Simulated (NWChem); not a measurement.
# One shape, several levels: CsF (SMILES [F][Cs])

Aim: a comparison of 6 runs (BLYP/def2-SVP, PBE0/def2-SVP, B2PLYP/def2-TZVPP, M06-2X/def2-TZVPP, wB97X/def2-TZVPP, CCSD(T)/def2-TZVPP) of CsF. 

The results are computed with NWChem 7.3.0.

3 further runs of the same task are left out: 1 that didn't finish, 2 set aside as unsound or not needed.

## 1. The molecule

CsF has 2 atoms, charge 0, and is taken as a singlet. SMILES: `[F][Cs]`. Geometry: the measured bond length.

Bond lengths: F1–Cs2 2.345 Å.

## 2. Energy and forces at BLYP/def2-SVP (core potential) (run 1)

The input, csf.nw:

```
START csf
TITLE "CsF"
memory stack 880 mb heap 220 mb global 1100 mb

GEOMETRY units angstrom noautosym nocenter noautoz
  F        0.000000       0.000000       0.000000
  Cs       0.000000       0.000000       2.345351
END

BASIS spherical bse
  * library def2-SVP
END

ECP bse
  Cs library def2-SVP
END

DFT
  xc becke88 lyp
  grid xfine
  convergence energy 1e-08
  iterations 100
  mulliken
  print medium
END

TASK dft gradient
```

Launch:

```console
nwchem csf.nw > csf.out
```

Output:

```text
[...]
          Wavefunction type:  closed shell.
          No. of atoms     :     2
          No. of electrons :    18
[...]
          Charge           :     0
          Spin multiplicity:     1
[...]
          AO basis - number of functions:    38
[...]
              XC Information
              --------------
                    Becke 1988 Exchange Functional  1.000
              Lee-Yang-Parr Correlation Functional  1.000
[...]
 d= 0,ls=0.0,diis     1   -119.7956047143 -1.38D+02  1.17D-01  9.03D-01     0.4
[...]
  Singularity in Pulay matrix. Error and Fock matrices removed.
 d= 0,ls=0.5,diis    40   -119.9153847115 -3.18D-08  6.18D-06  6.18D-08    12.6
[...]
  Singularity in Pulay matrix. Error and Fock matrices removed.
 d= 0,ls=0.5,diis    42   -119.9153847481 -1.49D-08  4.23D-06  2.94D-08    13.3
[...]
  Singularity in Pulay matrix. Error and Fock matrices removed.
  Singularity in Pulay matrix. Error and Fock matrices removed.
  Singularity in Pulay matrix. Error and Fock matrices removed.
 d= 0,ls=0.5,diis    43   -119.9153847583 -1.02D-08  3.49D-06  2.03D-08    13.6
[...]
 d= 0,ls=0.5,diis    44   -119.9153847653 -6.97D-09  2.89D-06  1.40D-08    13.9
[...]
         Total DFT energy =     -119.915384770037
      One electron energy =     -211.141592931131
           Coulomb energy =       86.657799538491
    Exchange-Corr. energy =      -13.707472969950
 Nuclear repulsion energy =       18.275881592553
[...]
      Total Density - Mulliken Population Analysis
     ---------------------------------------------
    Atom       Charge   Shell Charges
 -----------   ------   -------------------------------------------------------
    1 F    9     9.49   1.99  1.11  0.86  3.32  2.22  0.00
    2 Cs   9     8.51  -0.33  1.68  0.67  0.04 -0.01  5.36  0.64  0.06  0.30  0.11
[...]
  wavefunction    = closed shell
                         DFT ENERGY GRADIENTS
    atom               coordinates                        gradient
                 x          y          z           x          y          z
   1 F       0.000000   0.000000   0.000000   -0.000000  -0.000000   0.013981
   2 Cs      0.000000   0.000000   4.432071    0.000000   0.000000  -0.013981
[...]
```

Wall time 16 s (1 thread of Intel Xeon Platinum 8488C (Sapphire Rapids), shared host); peak memory 0.12 GiB.

## 3. Energy and gradient at PBE0/def2-SVP (core potential) (run 2)

The input, job.nw:

```
echo
start job
memory 2200 mb
charge 0

geometry noautosym nocenter noautoz
 F     0.000000    0.000000    0.000000
 Cs    0.000000    0.000000    2.345351
end

basis spherical bse
 F library def2-SVP
 Cs library def2-SVP
end

ecp bse
 Cs library def2-SVP
end

dft
 xc pbe0
 mult 1
 grid xfine
 convergence energy 1e-08
 maxiter 100
 mulliken
 noprint "final vectors analysis"
end

task dft gradient
```

Launch:

```console
nwchem job.nw > job.out
```

Output:

```text
[...]
          Wavefunction type:  closed shell.
          No. of atoms     :     2
          No. of electrons :    18
[...]
          Charge           :     0
          Spin multiplicity:     1
[...]
          AO basis - number of functions:    38
[...]
              XC Information
              --------------
                         PBE0 Method XC Functional
                     Hartree-Fock (Exact) Exchange  0.250
          PerdewBurkeErnzerhof Exchange Functional  0.750
            Perdew 1991 LDA Correlation Functional  1.000 local
           PerdewBurkeErnz. Correlation Functional  1.000 non-local
[...]
 d= 0,ls=0.0,diis     1   -119.7538556906 -1.38D+02  7.45D-02  8.90D-01     0.4
[...]
  Singularity in Pulay matrix. Error and Fock matrices removed.
  Singularity in Pulay matrix. Error and Fock matrices removed.
  Singularity in Pulay matrix. Error and Fock matrices removed.
  Singularity in Pulay matrix. Error and Fock matrices removed.
  Singularity in Pulay matrix. Error and Fock matrices removed.
  Singularity in Pulay matrix. Error and Fock matrices removed.
 d= 0,ls=0.5,diis    33   -119.8587420662 -6.37D-09  2.47D-06  5.88D-09    11.0
[...]
         Total DFT energy =     -119.858742069607
      One electron energy =     -211.362136308301
           Coulomb energy =       86.901951682738
    Exchange-Corr. energy =      -13.674439036597
 Nuclear repulsion energy =       18.275881592553
[...]
      Total Density - Mulliken Population Analysis
     ---------------------------------------------
    Atom       Charge   Shell Charges
 -----------   ------   -------------------------------------------------------
    1 F    9     9.59   1.99  1.10  0.87  3.31  2.31  0.00
    2 Cs   9     8.41  -0.33  1.62  0.72  0.02 -0.00  5.38  0.62  0.04  0.26  0.08
[...]
  wavefunction    = closed shell
                         DFT ENERGY GRADIENTS
    atom               coordinates                        gradient
                 x          y          z           x          y          z
   1 F       0.000000   0.000000   0.000000   -0.000000  -0.000000   0.008744
   2 Cs      0.000000   0.000000   4.432071    0.000000   0.000000  -0.008744
[...]
```

Wall time 13 s (1 thread of Intel Xeon Platinum 8488C (Sapphire Rapids), shared host); peak memory 0.12 GiB.

Runs 3 to 5 aren't shown in full; the table further down has their settings and results.

## 4. The energy at CCSD(T)/def2-TZVPP (core potential) (run 6)

The input, run.nw:

```
echo
start run
memory total 2200 mb
charge 0

geometry noautosym nocenter noautoz
  F        0.000000       0.000000       0.000000
  Cs       0.000000       0.000000       2.345351
end

basis spherical bse
  * library def2-TZVPP
end

ecp bse
  Cs library def2-TZVPP
end

scf
  thresh 1e-08
  maxiter 80
end

ccsd
  freeze core 1
  maxiter 60
end

task ccsd(t)
```

Launch:

```console
nwchem run.nw > run.out
```

Output:

```text
[...]
  functions       =    67
[...]
  wavefunction    = RHF
[...]
         Total SCF energy =   -119.381018654724
      One-electron energy =   -211.637366258093
      Two-electron energy =     73.980466010817
 Nuclear repulsion energy =     18.275881592553
        Time for solution =      2.9s
[...]
 Total MP2 energy:           -119.793479896042072
[...]
             energy      energy      error      ampl     ampl      Block
                                                time     time      time
[...]
 Total CCSD energy:           -119.802689269550967
[...]
 Total CCSD+T(CCSD) energy:           -119.815367402992067
[...]
 Total CCSD(T) energy:                -119.814448181522508
[...]
```

Wall time 36 s (1 thread of Intel Xeon Platinum 8488C (Sapphire Rapids), shared host); peak memory 0.15 GiB.

## 5. All runs side by side

```
run                                level      task  core potential  energy (Eh)  dipole moment (D)  HOMO energy (eV)  LUMO energy (eV)  wall time
  1       BLYP/def2-SVP (core potential)  gradient        def2-SVP  -119.915385               6.89             -4.22             -1.37       16 s
  2       PBE0/def2-SVP (core potential)  gradient        def2-SVP  -119.858742               7.40                 –                 –       13 s
  3   B2PLYP/def2-TZVPP (core potential)    energy      def2-TZVPP  -119.975168                  –                 –                 –      8.4 s
  4   M06-2X/def2-TZVPP (core potential)  gradient      def2-TZVPP  -119.997028               7.86             -8.36             -0.86       14 s
  5    wB97X/def2-TZVPP (core potential)  gradient      def2-TZVPP  -120.080646               7.88             -8.86              0.28       27 s
  6  CCSD(T)/def2-TZVPP (core potential)    energy      def2-TZVPP  -119.814448                  –            -11.00              0.04       36 s
```

## 6. What came out

| quantity | value |
| --- | --- |
| run 6: total energy | -119.81445 Eh |
| run 6: HOMO energy (Hartree–Fock orbitals) | -11.00 eV |
| run 6: LUMO energy (Hartree–Fock orbitals) | 0.04 eV |
| run 6: HOMO–LUMO gap (Hartree–Fock orbitals) | 11.04 eV |
| run 6: correlation energy (1 core orbital frozen) | -433.4 mEh |
| run 6: (T) correction | -11.76 mEh |

Over runs 1, 2, 4, 5 the dipole moment (its size) runs from 6.89 D (BLYP/def2-SVP) to 7.88 D (wB97X/def2-TZVPP). The two ends differ in method and basis. Over runs 1, 4, 5 the HOMO–LUMO gap runs from 2.85 eV (BLYP/def2-SVP) to 9.14 eV (wB97X/def2-TZVPP). Totals of different functionals can't be ranked against each other. All runs together took 1.9 min, the longest 36 s.
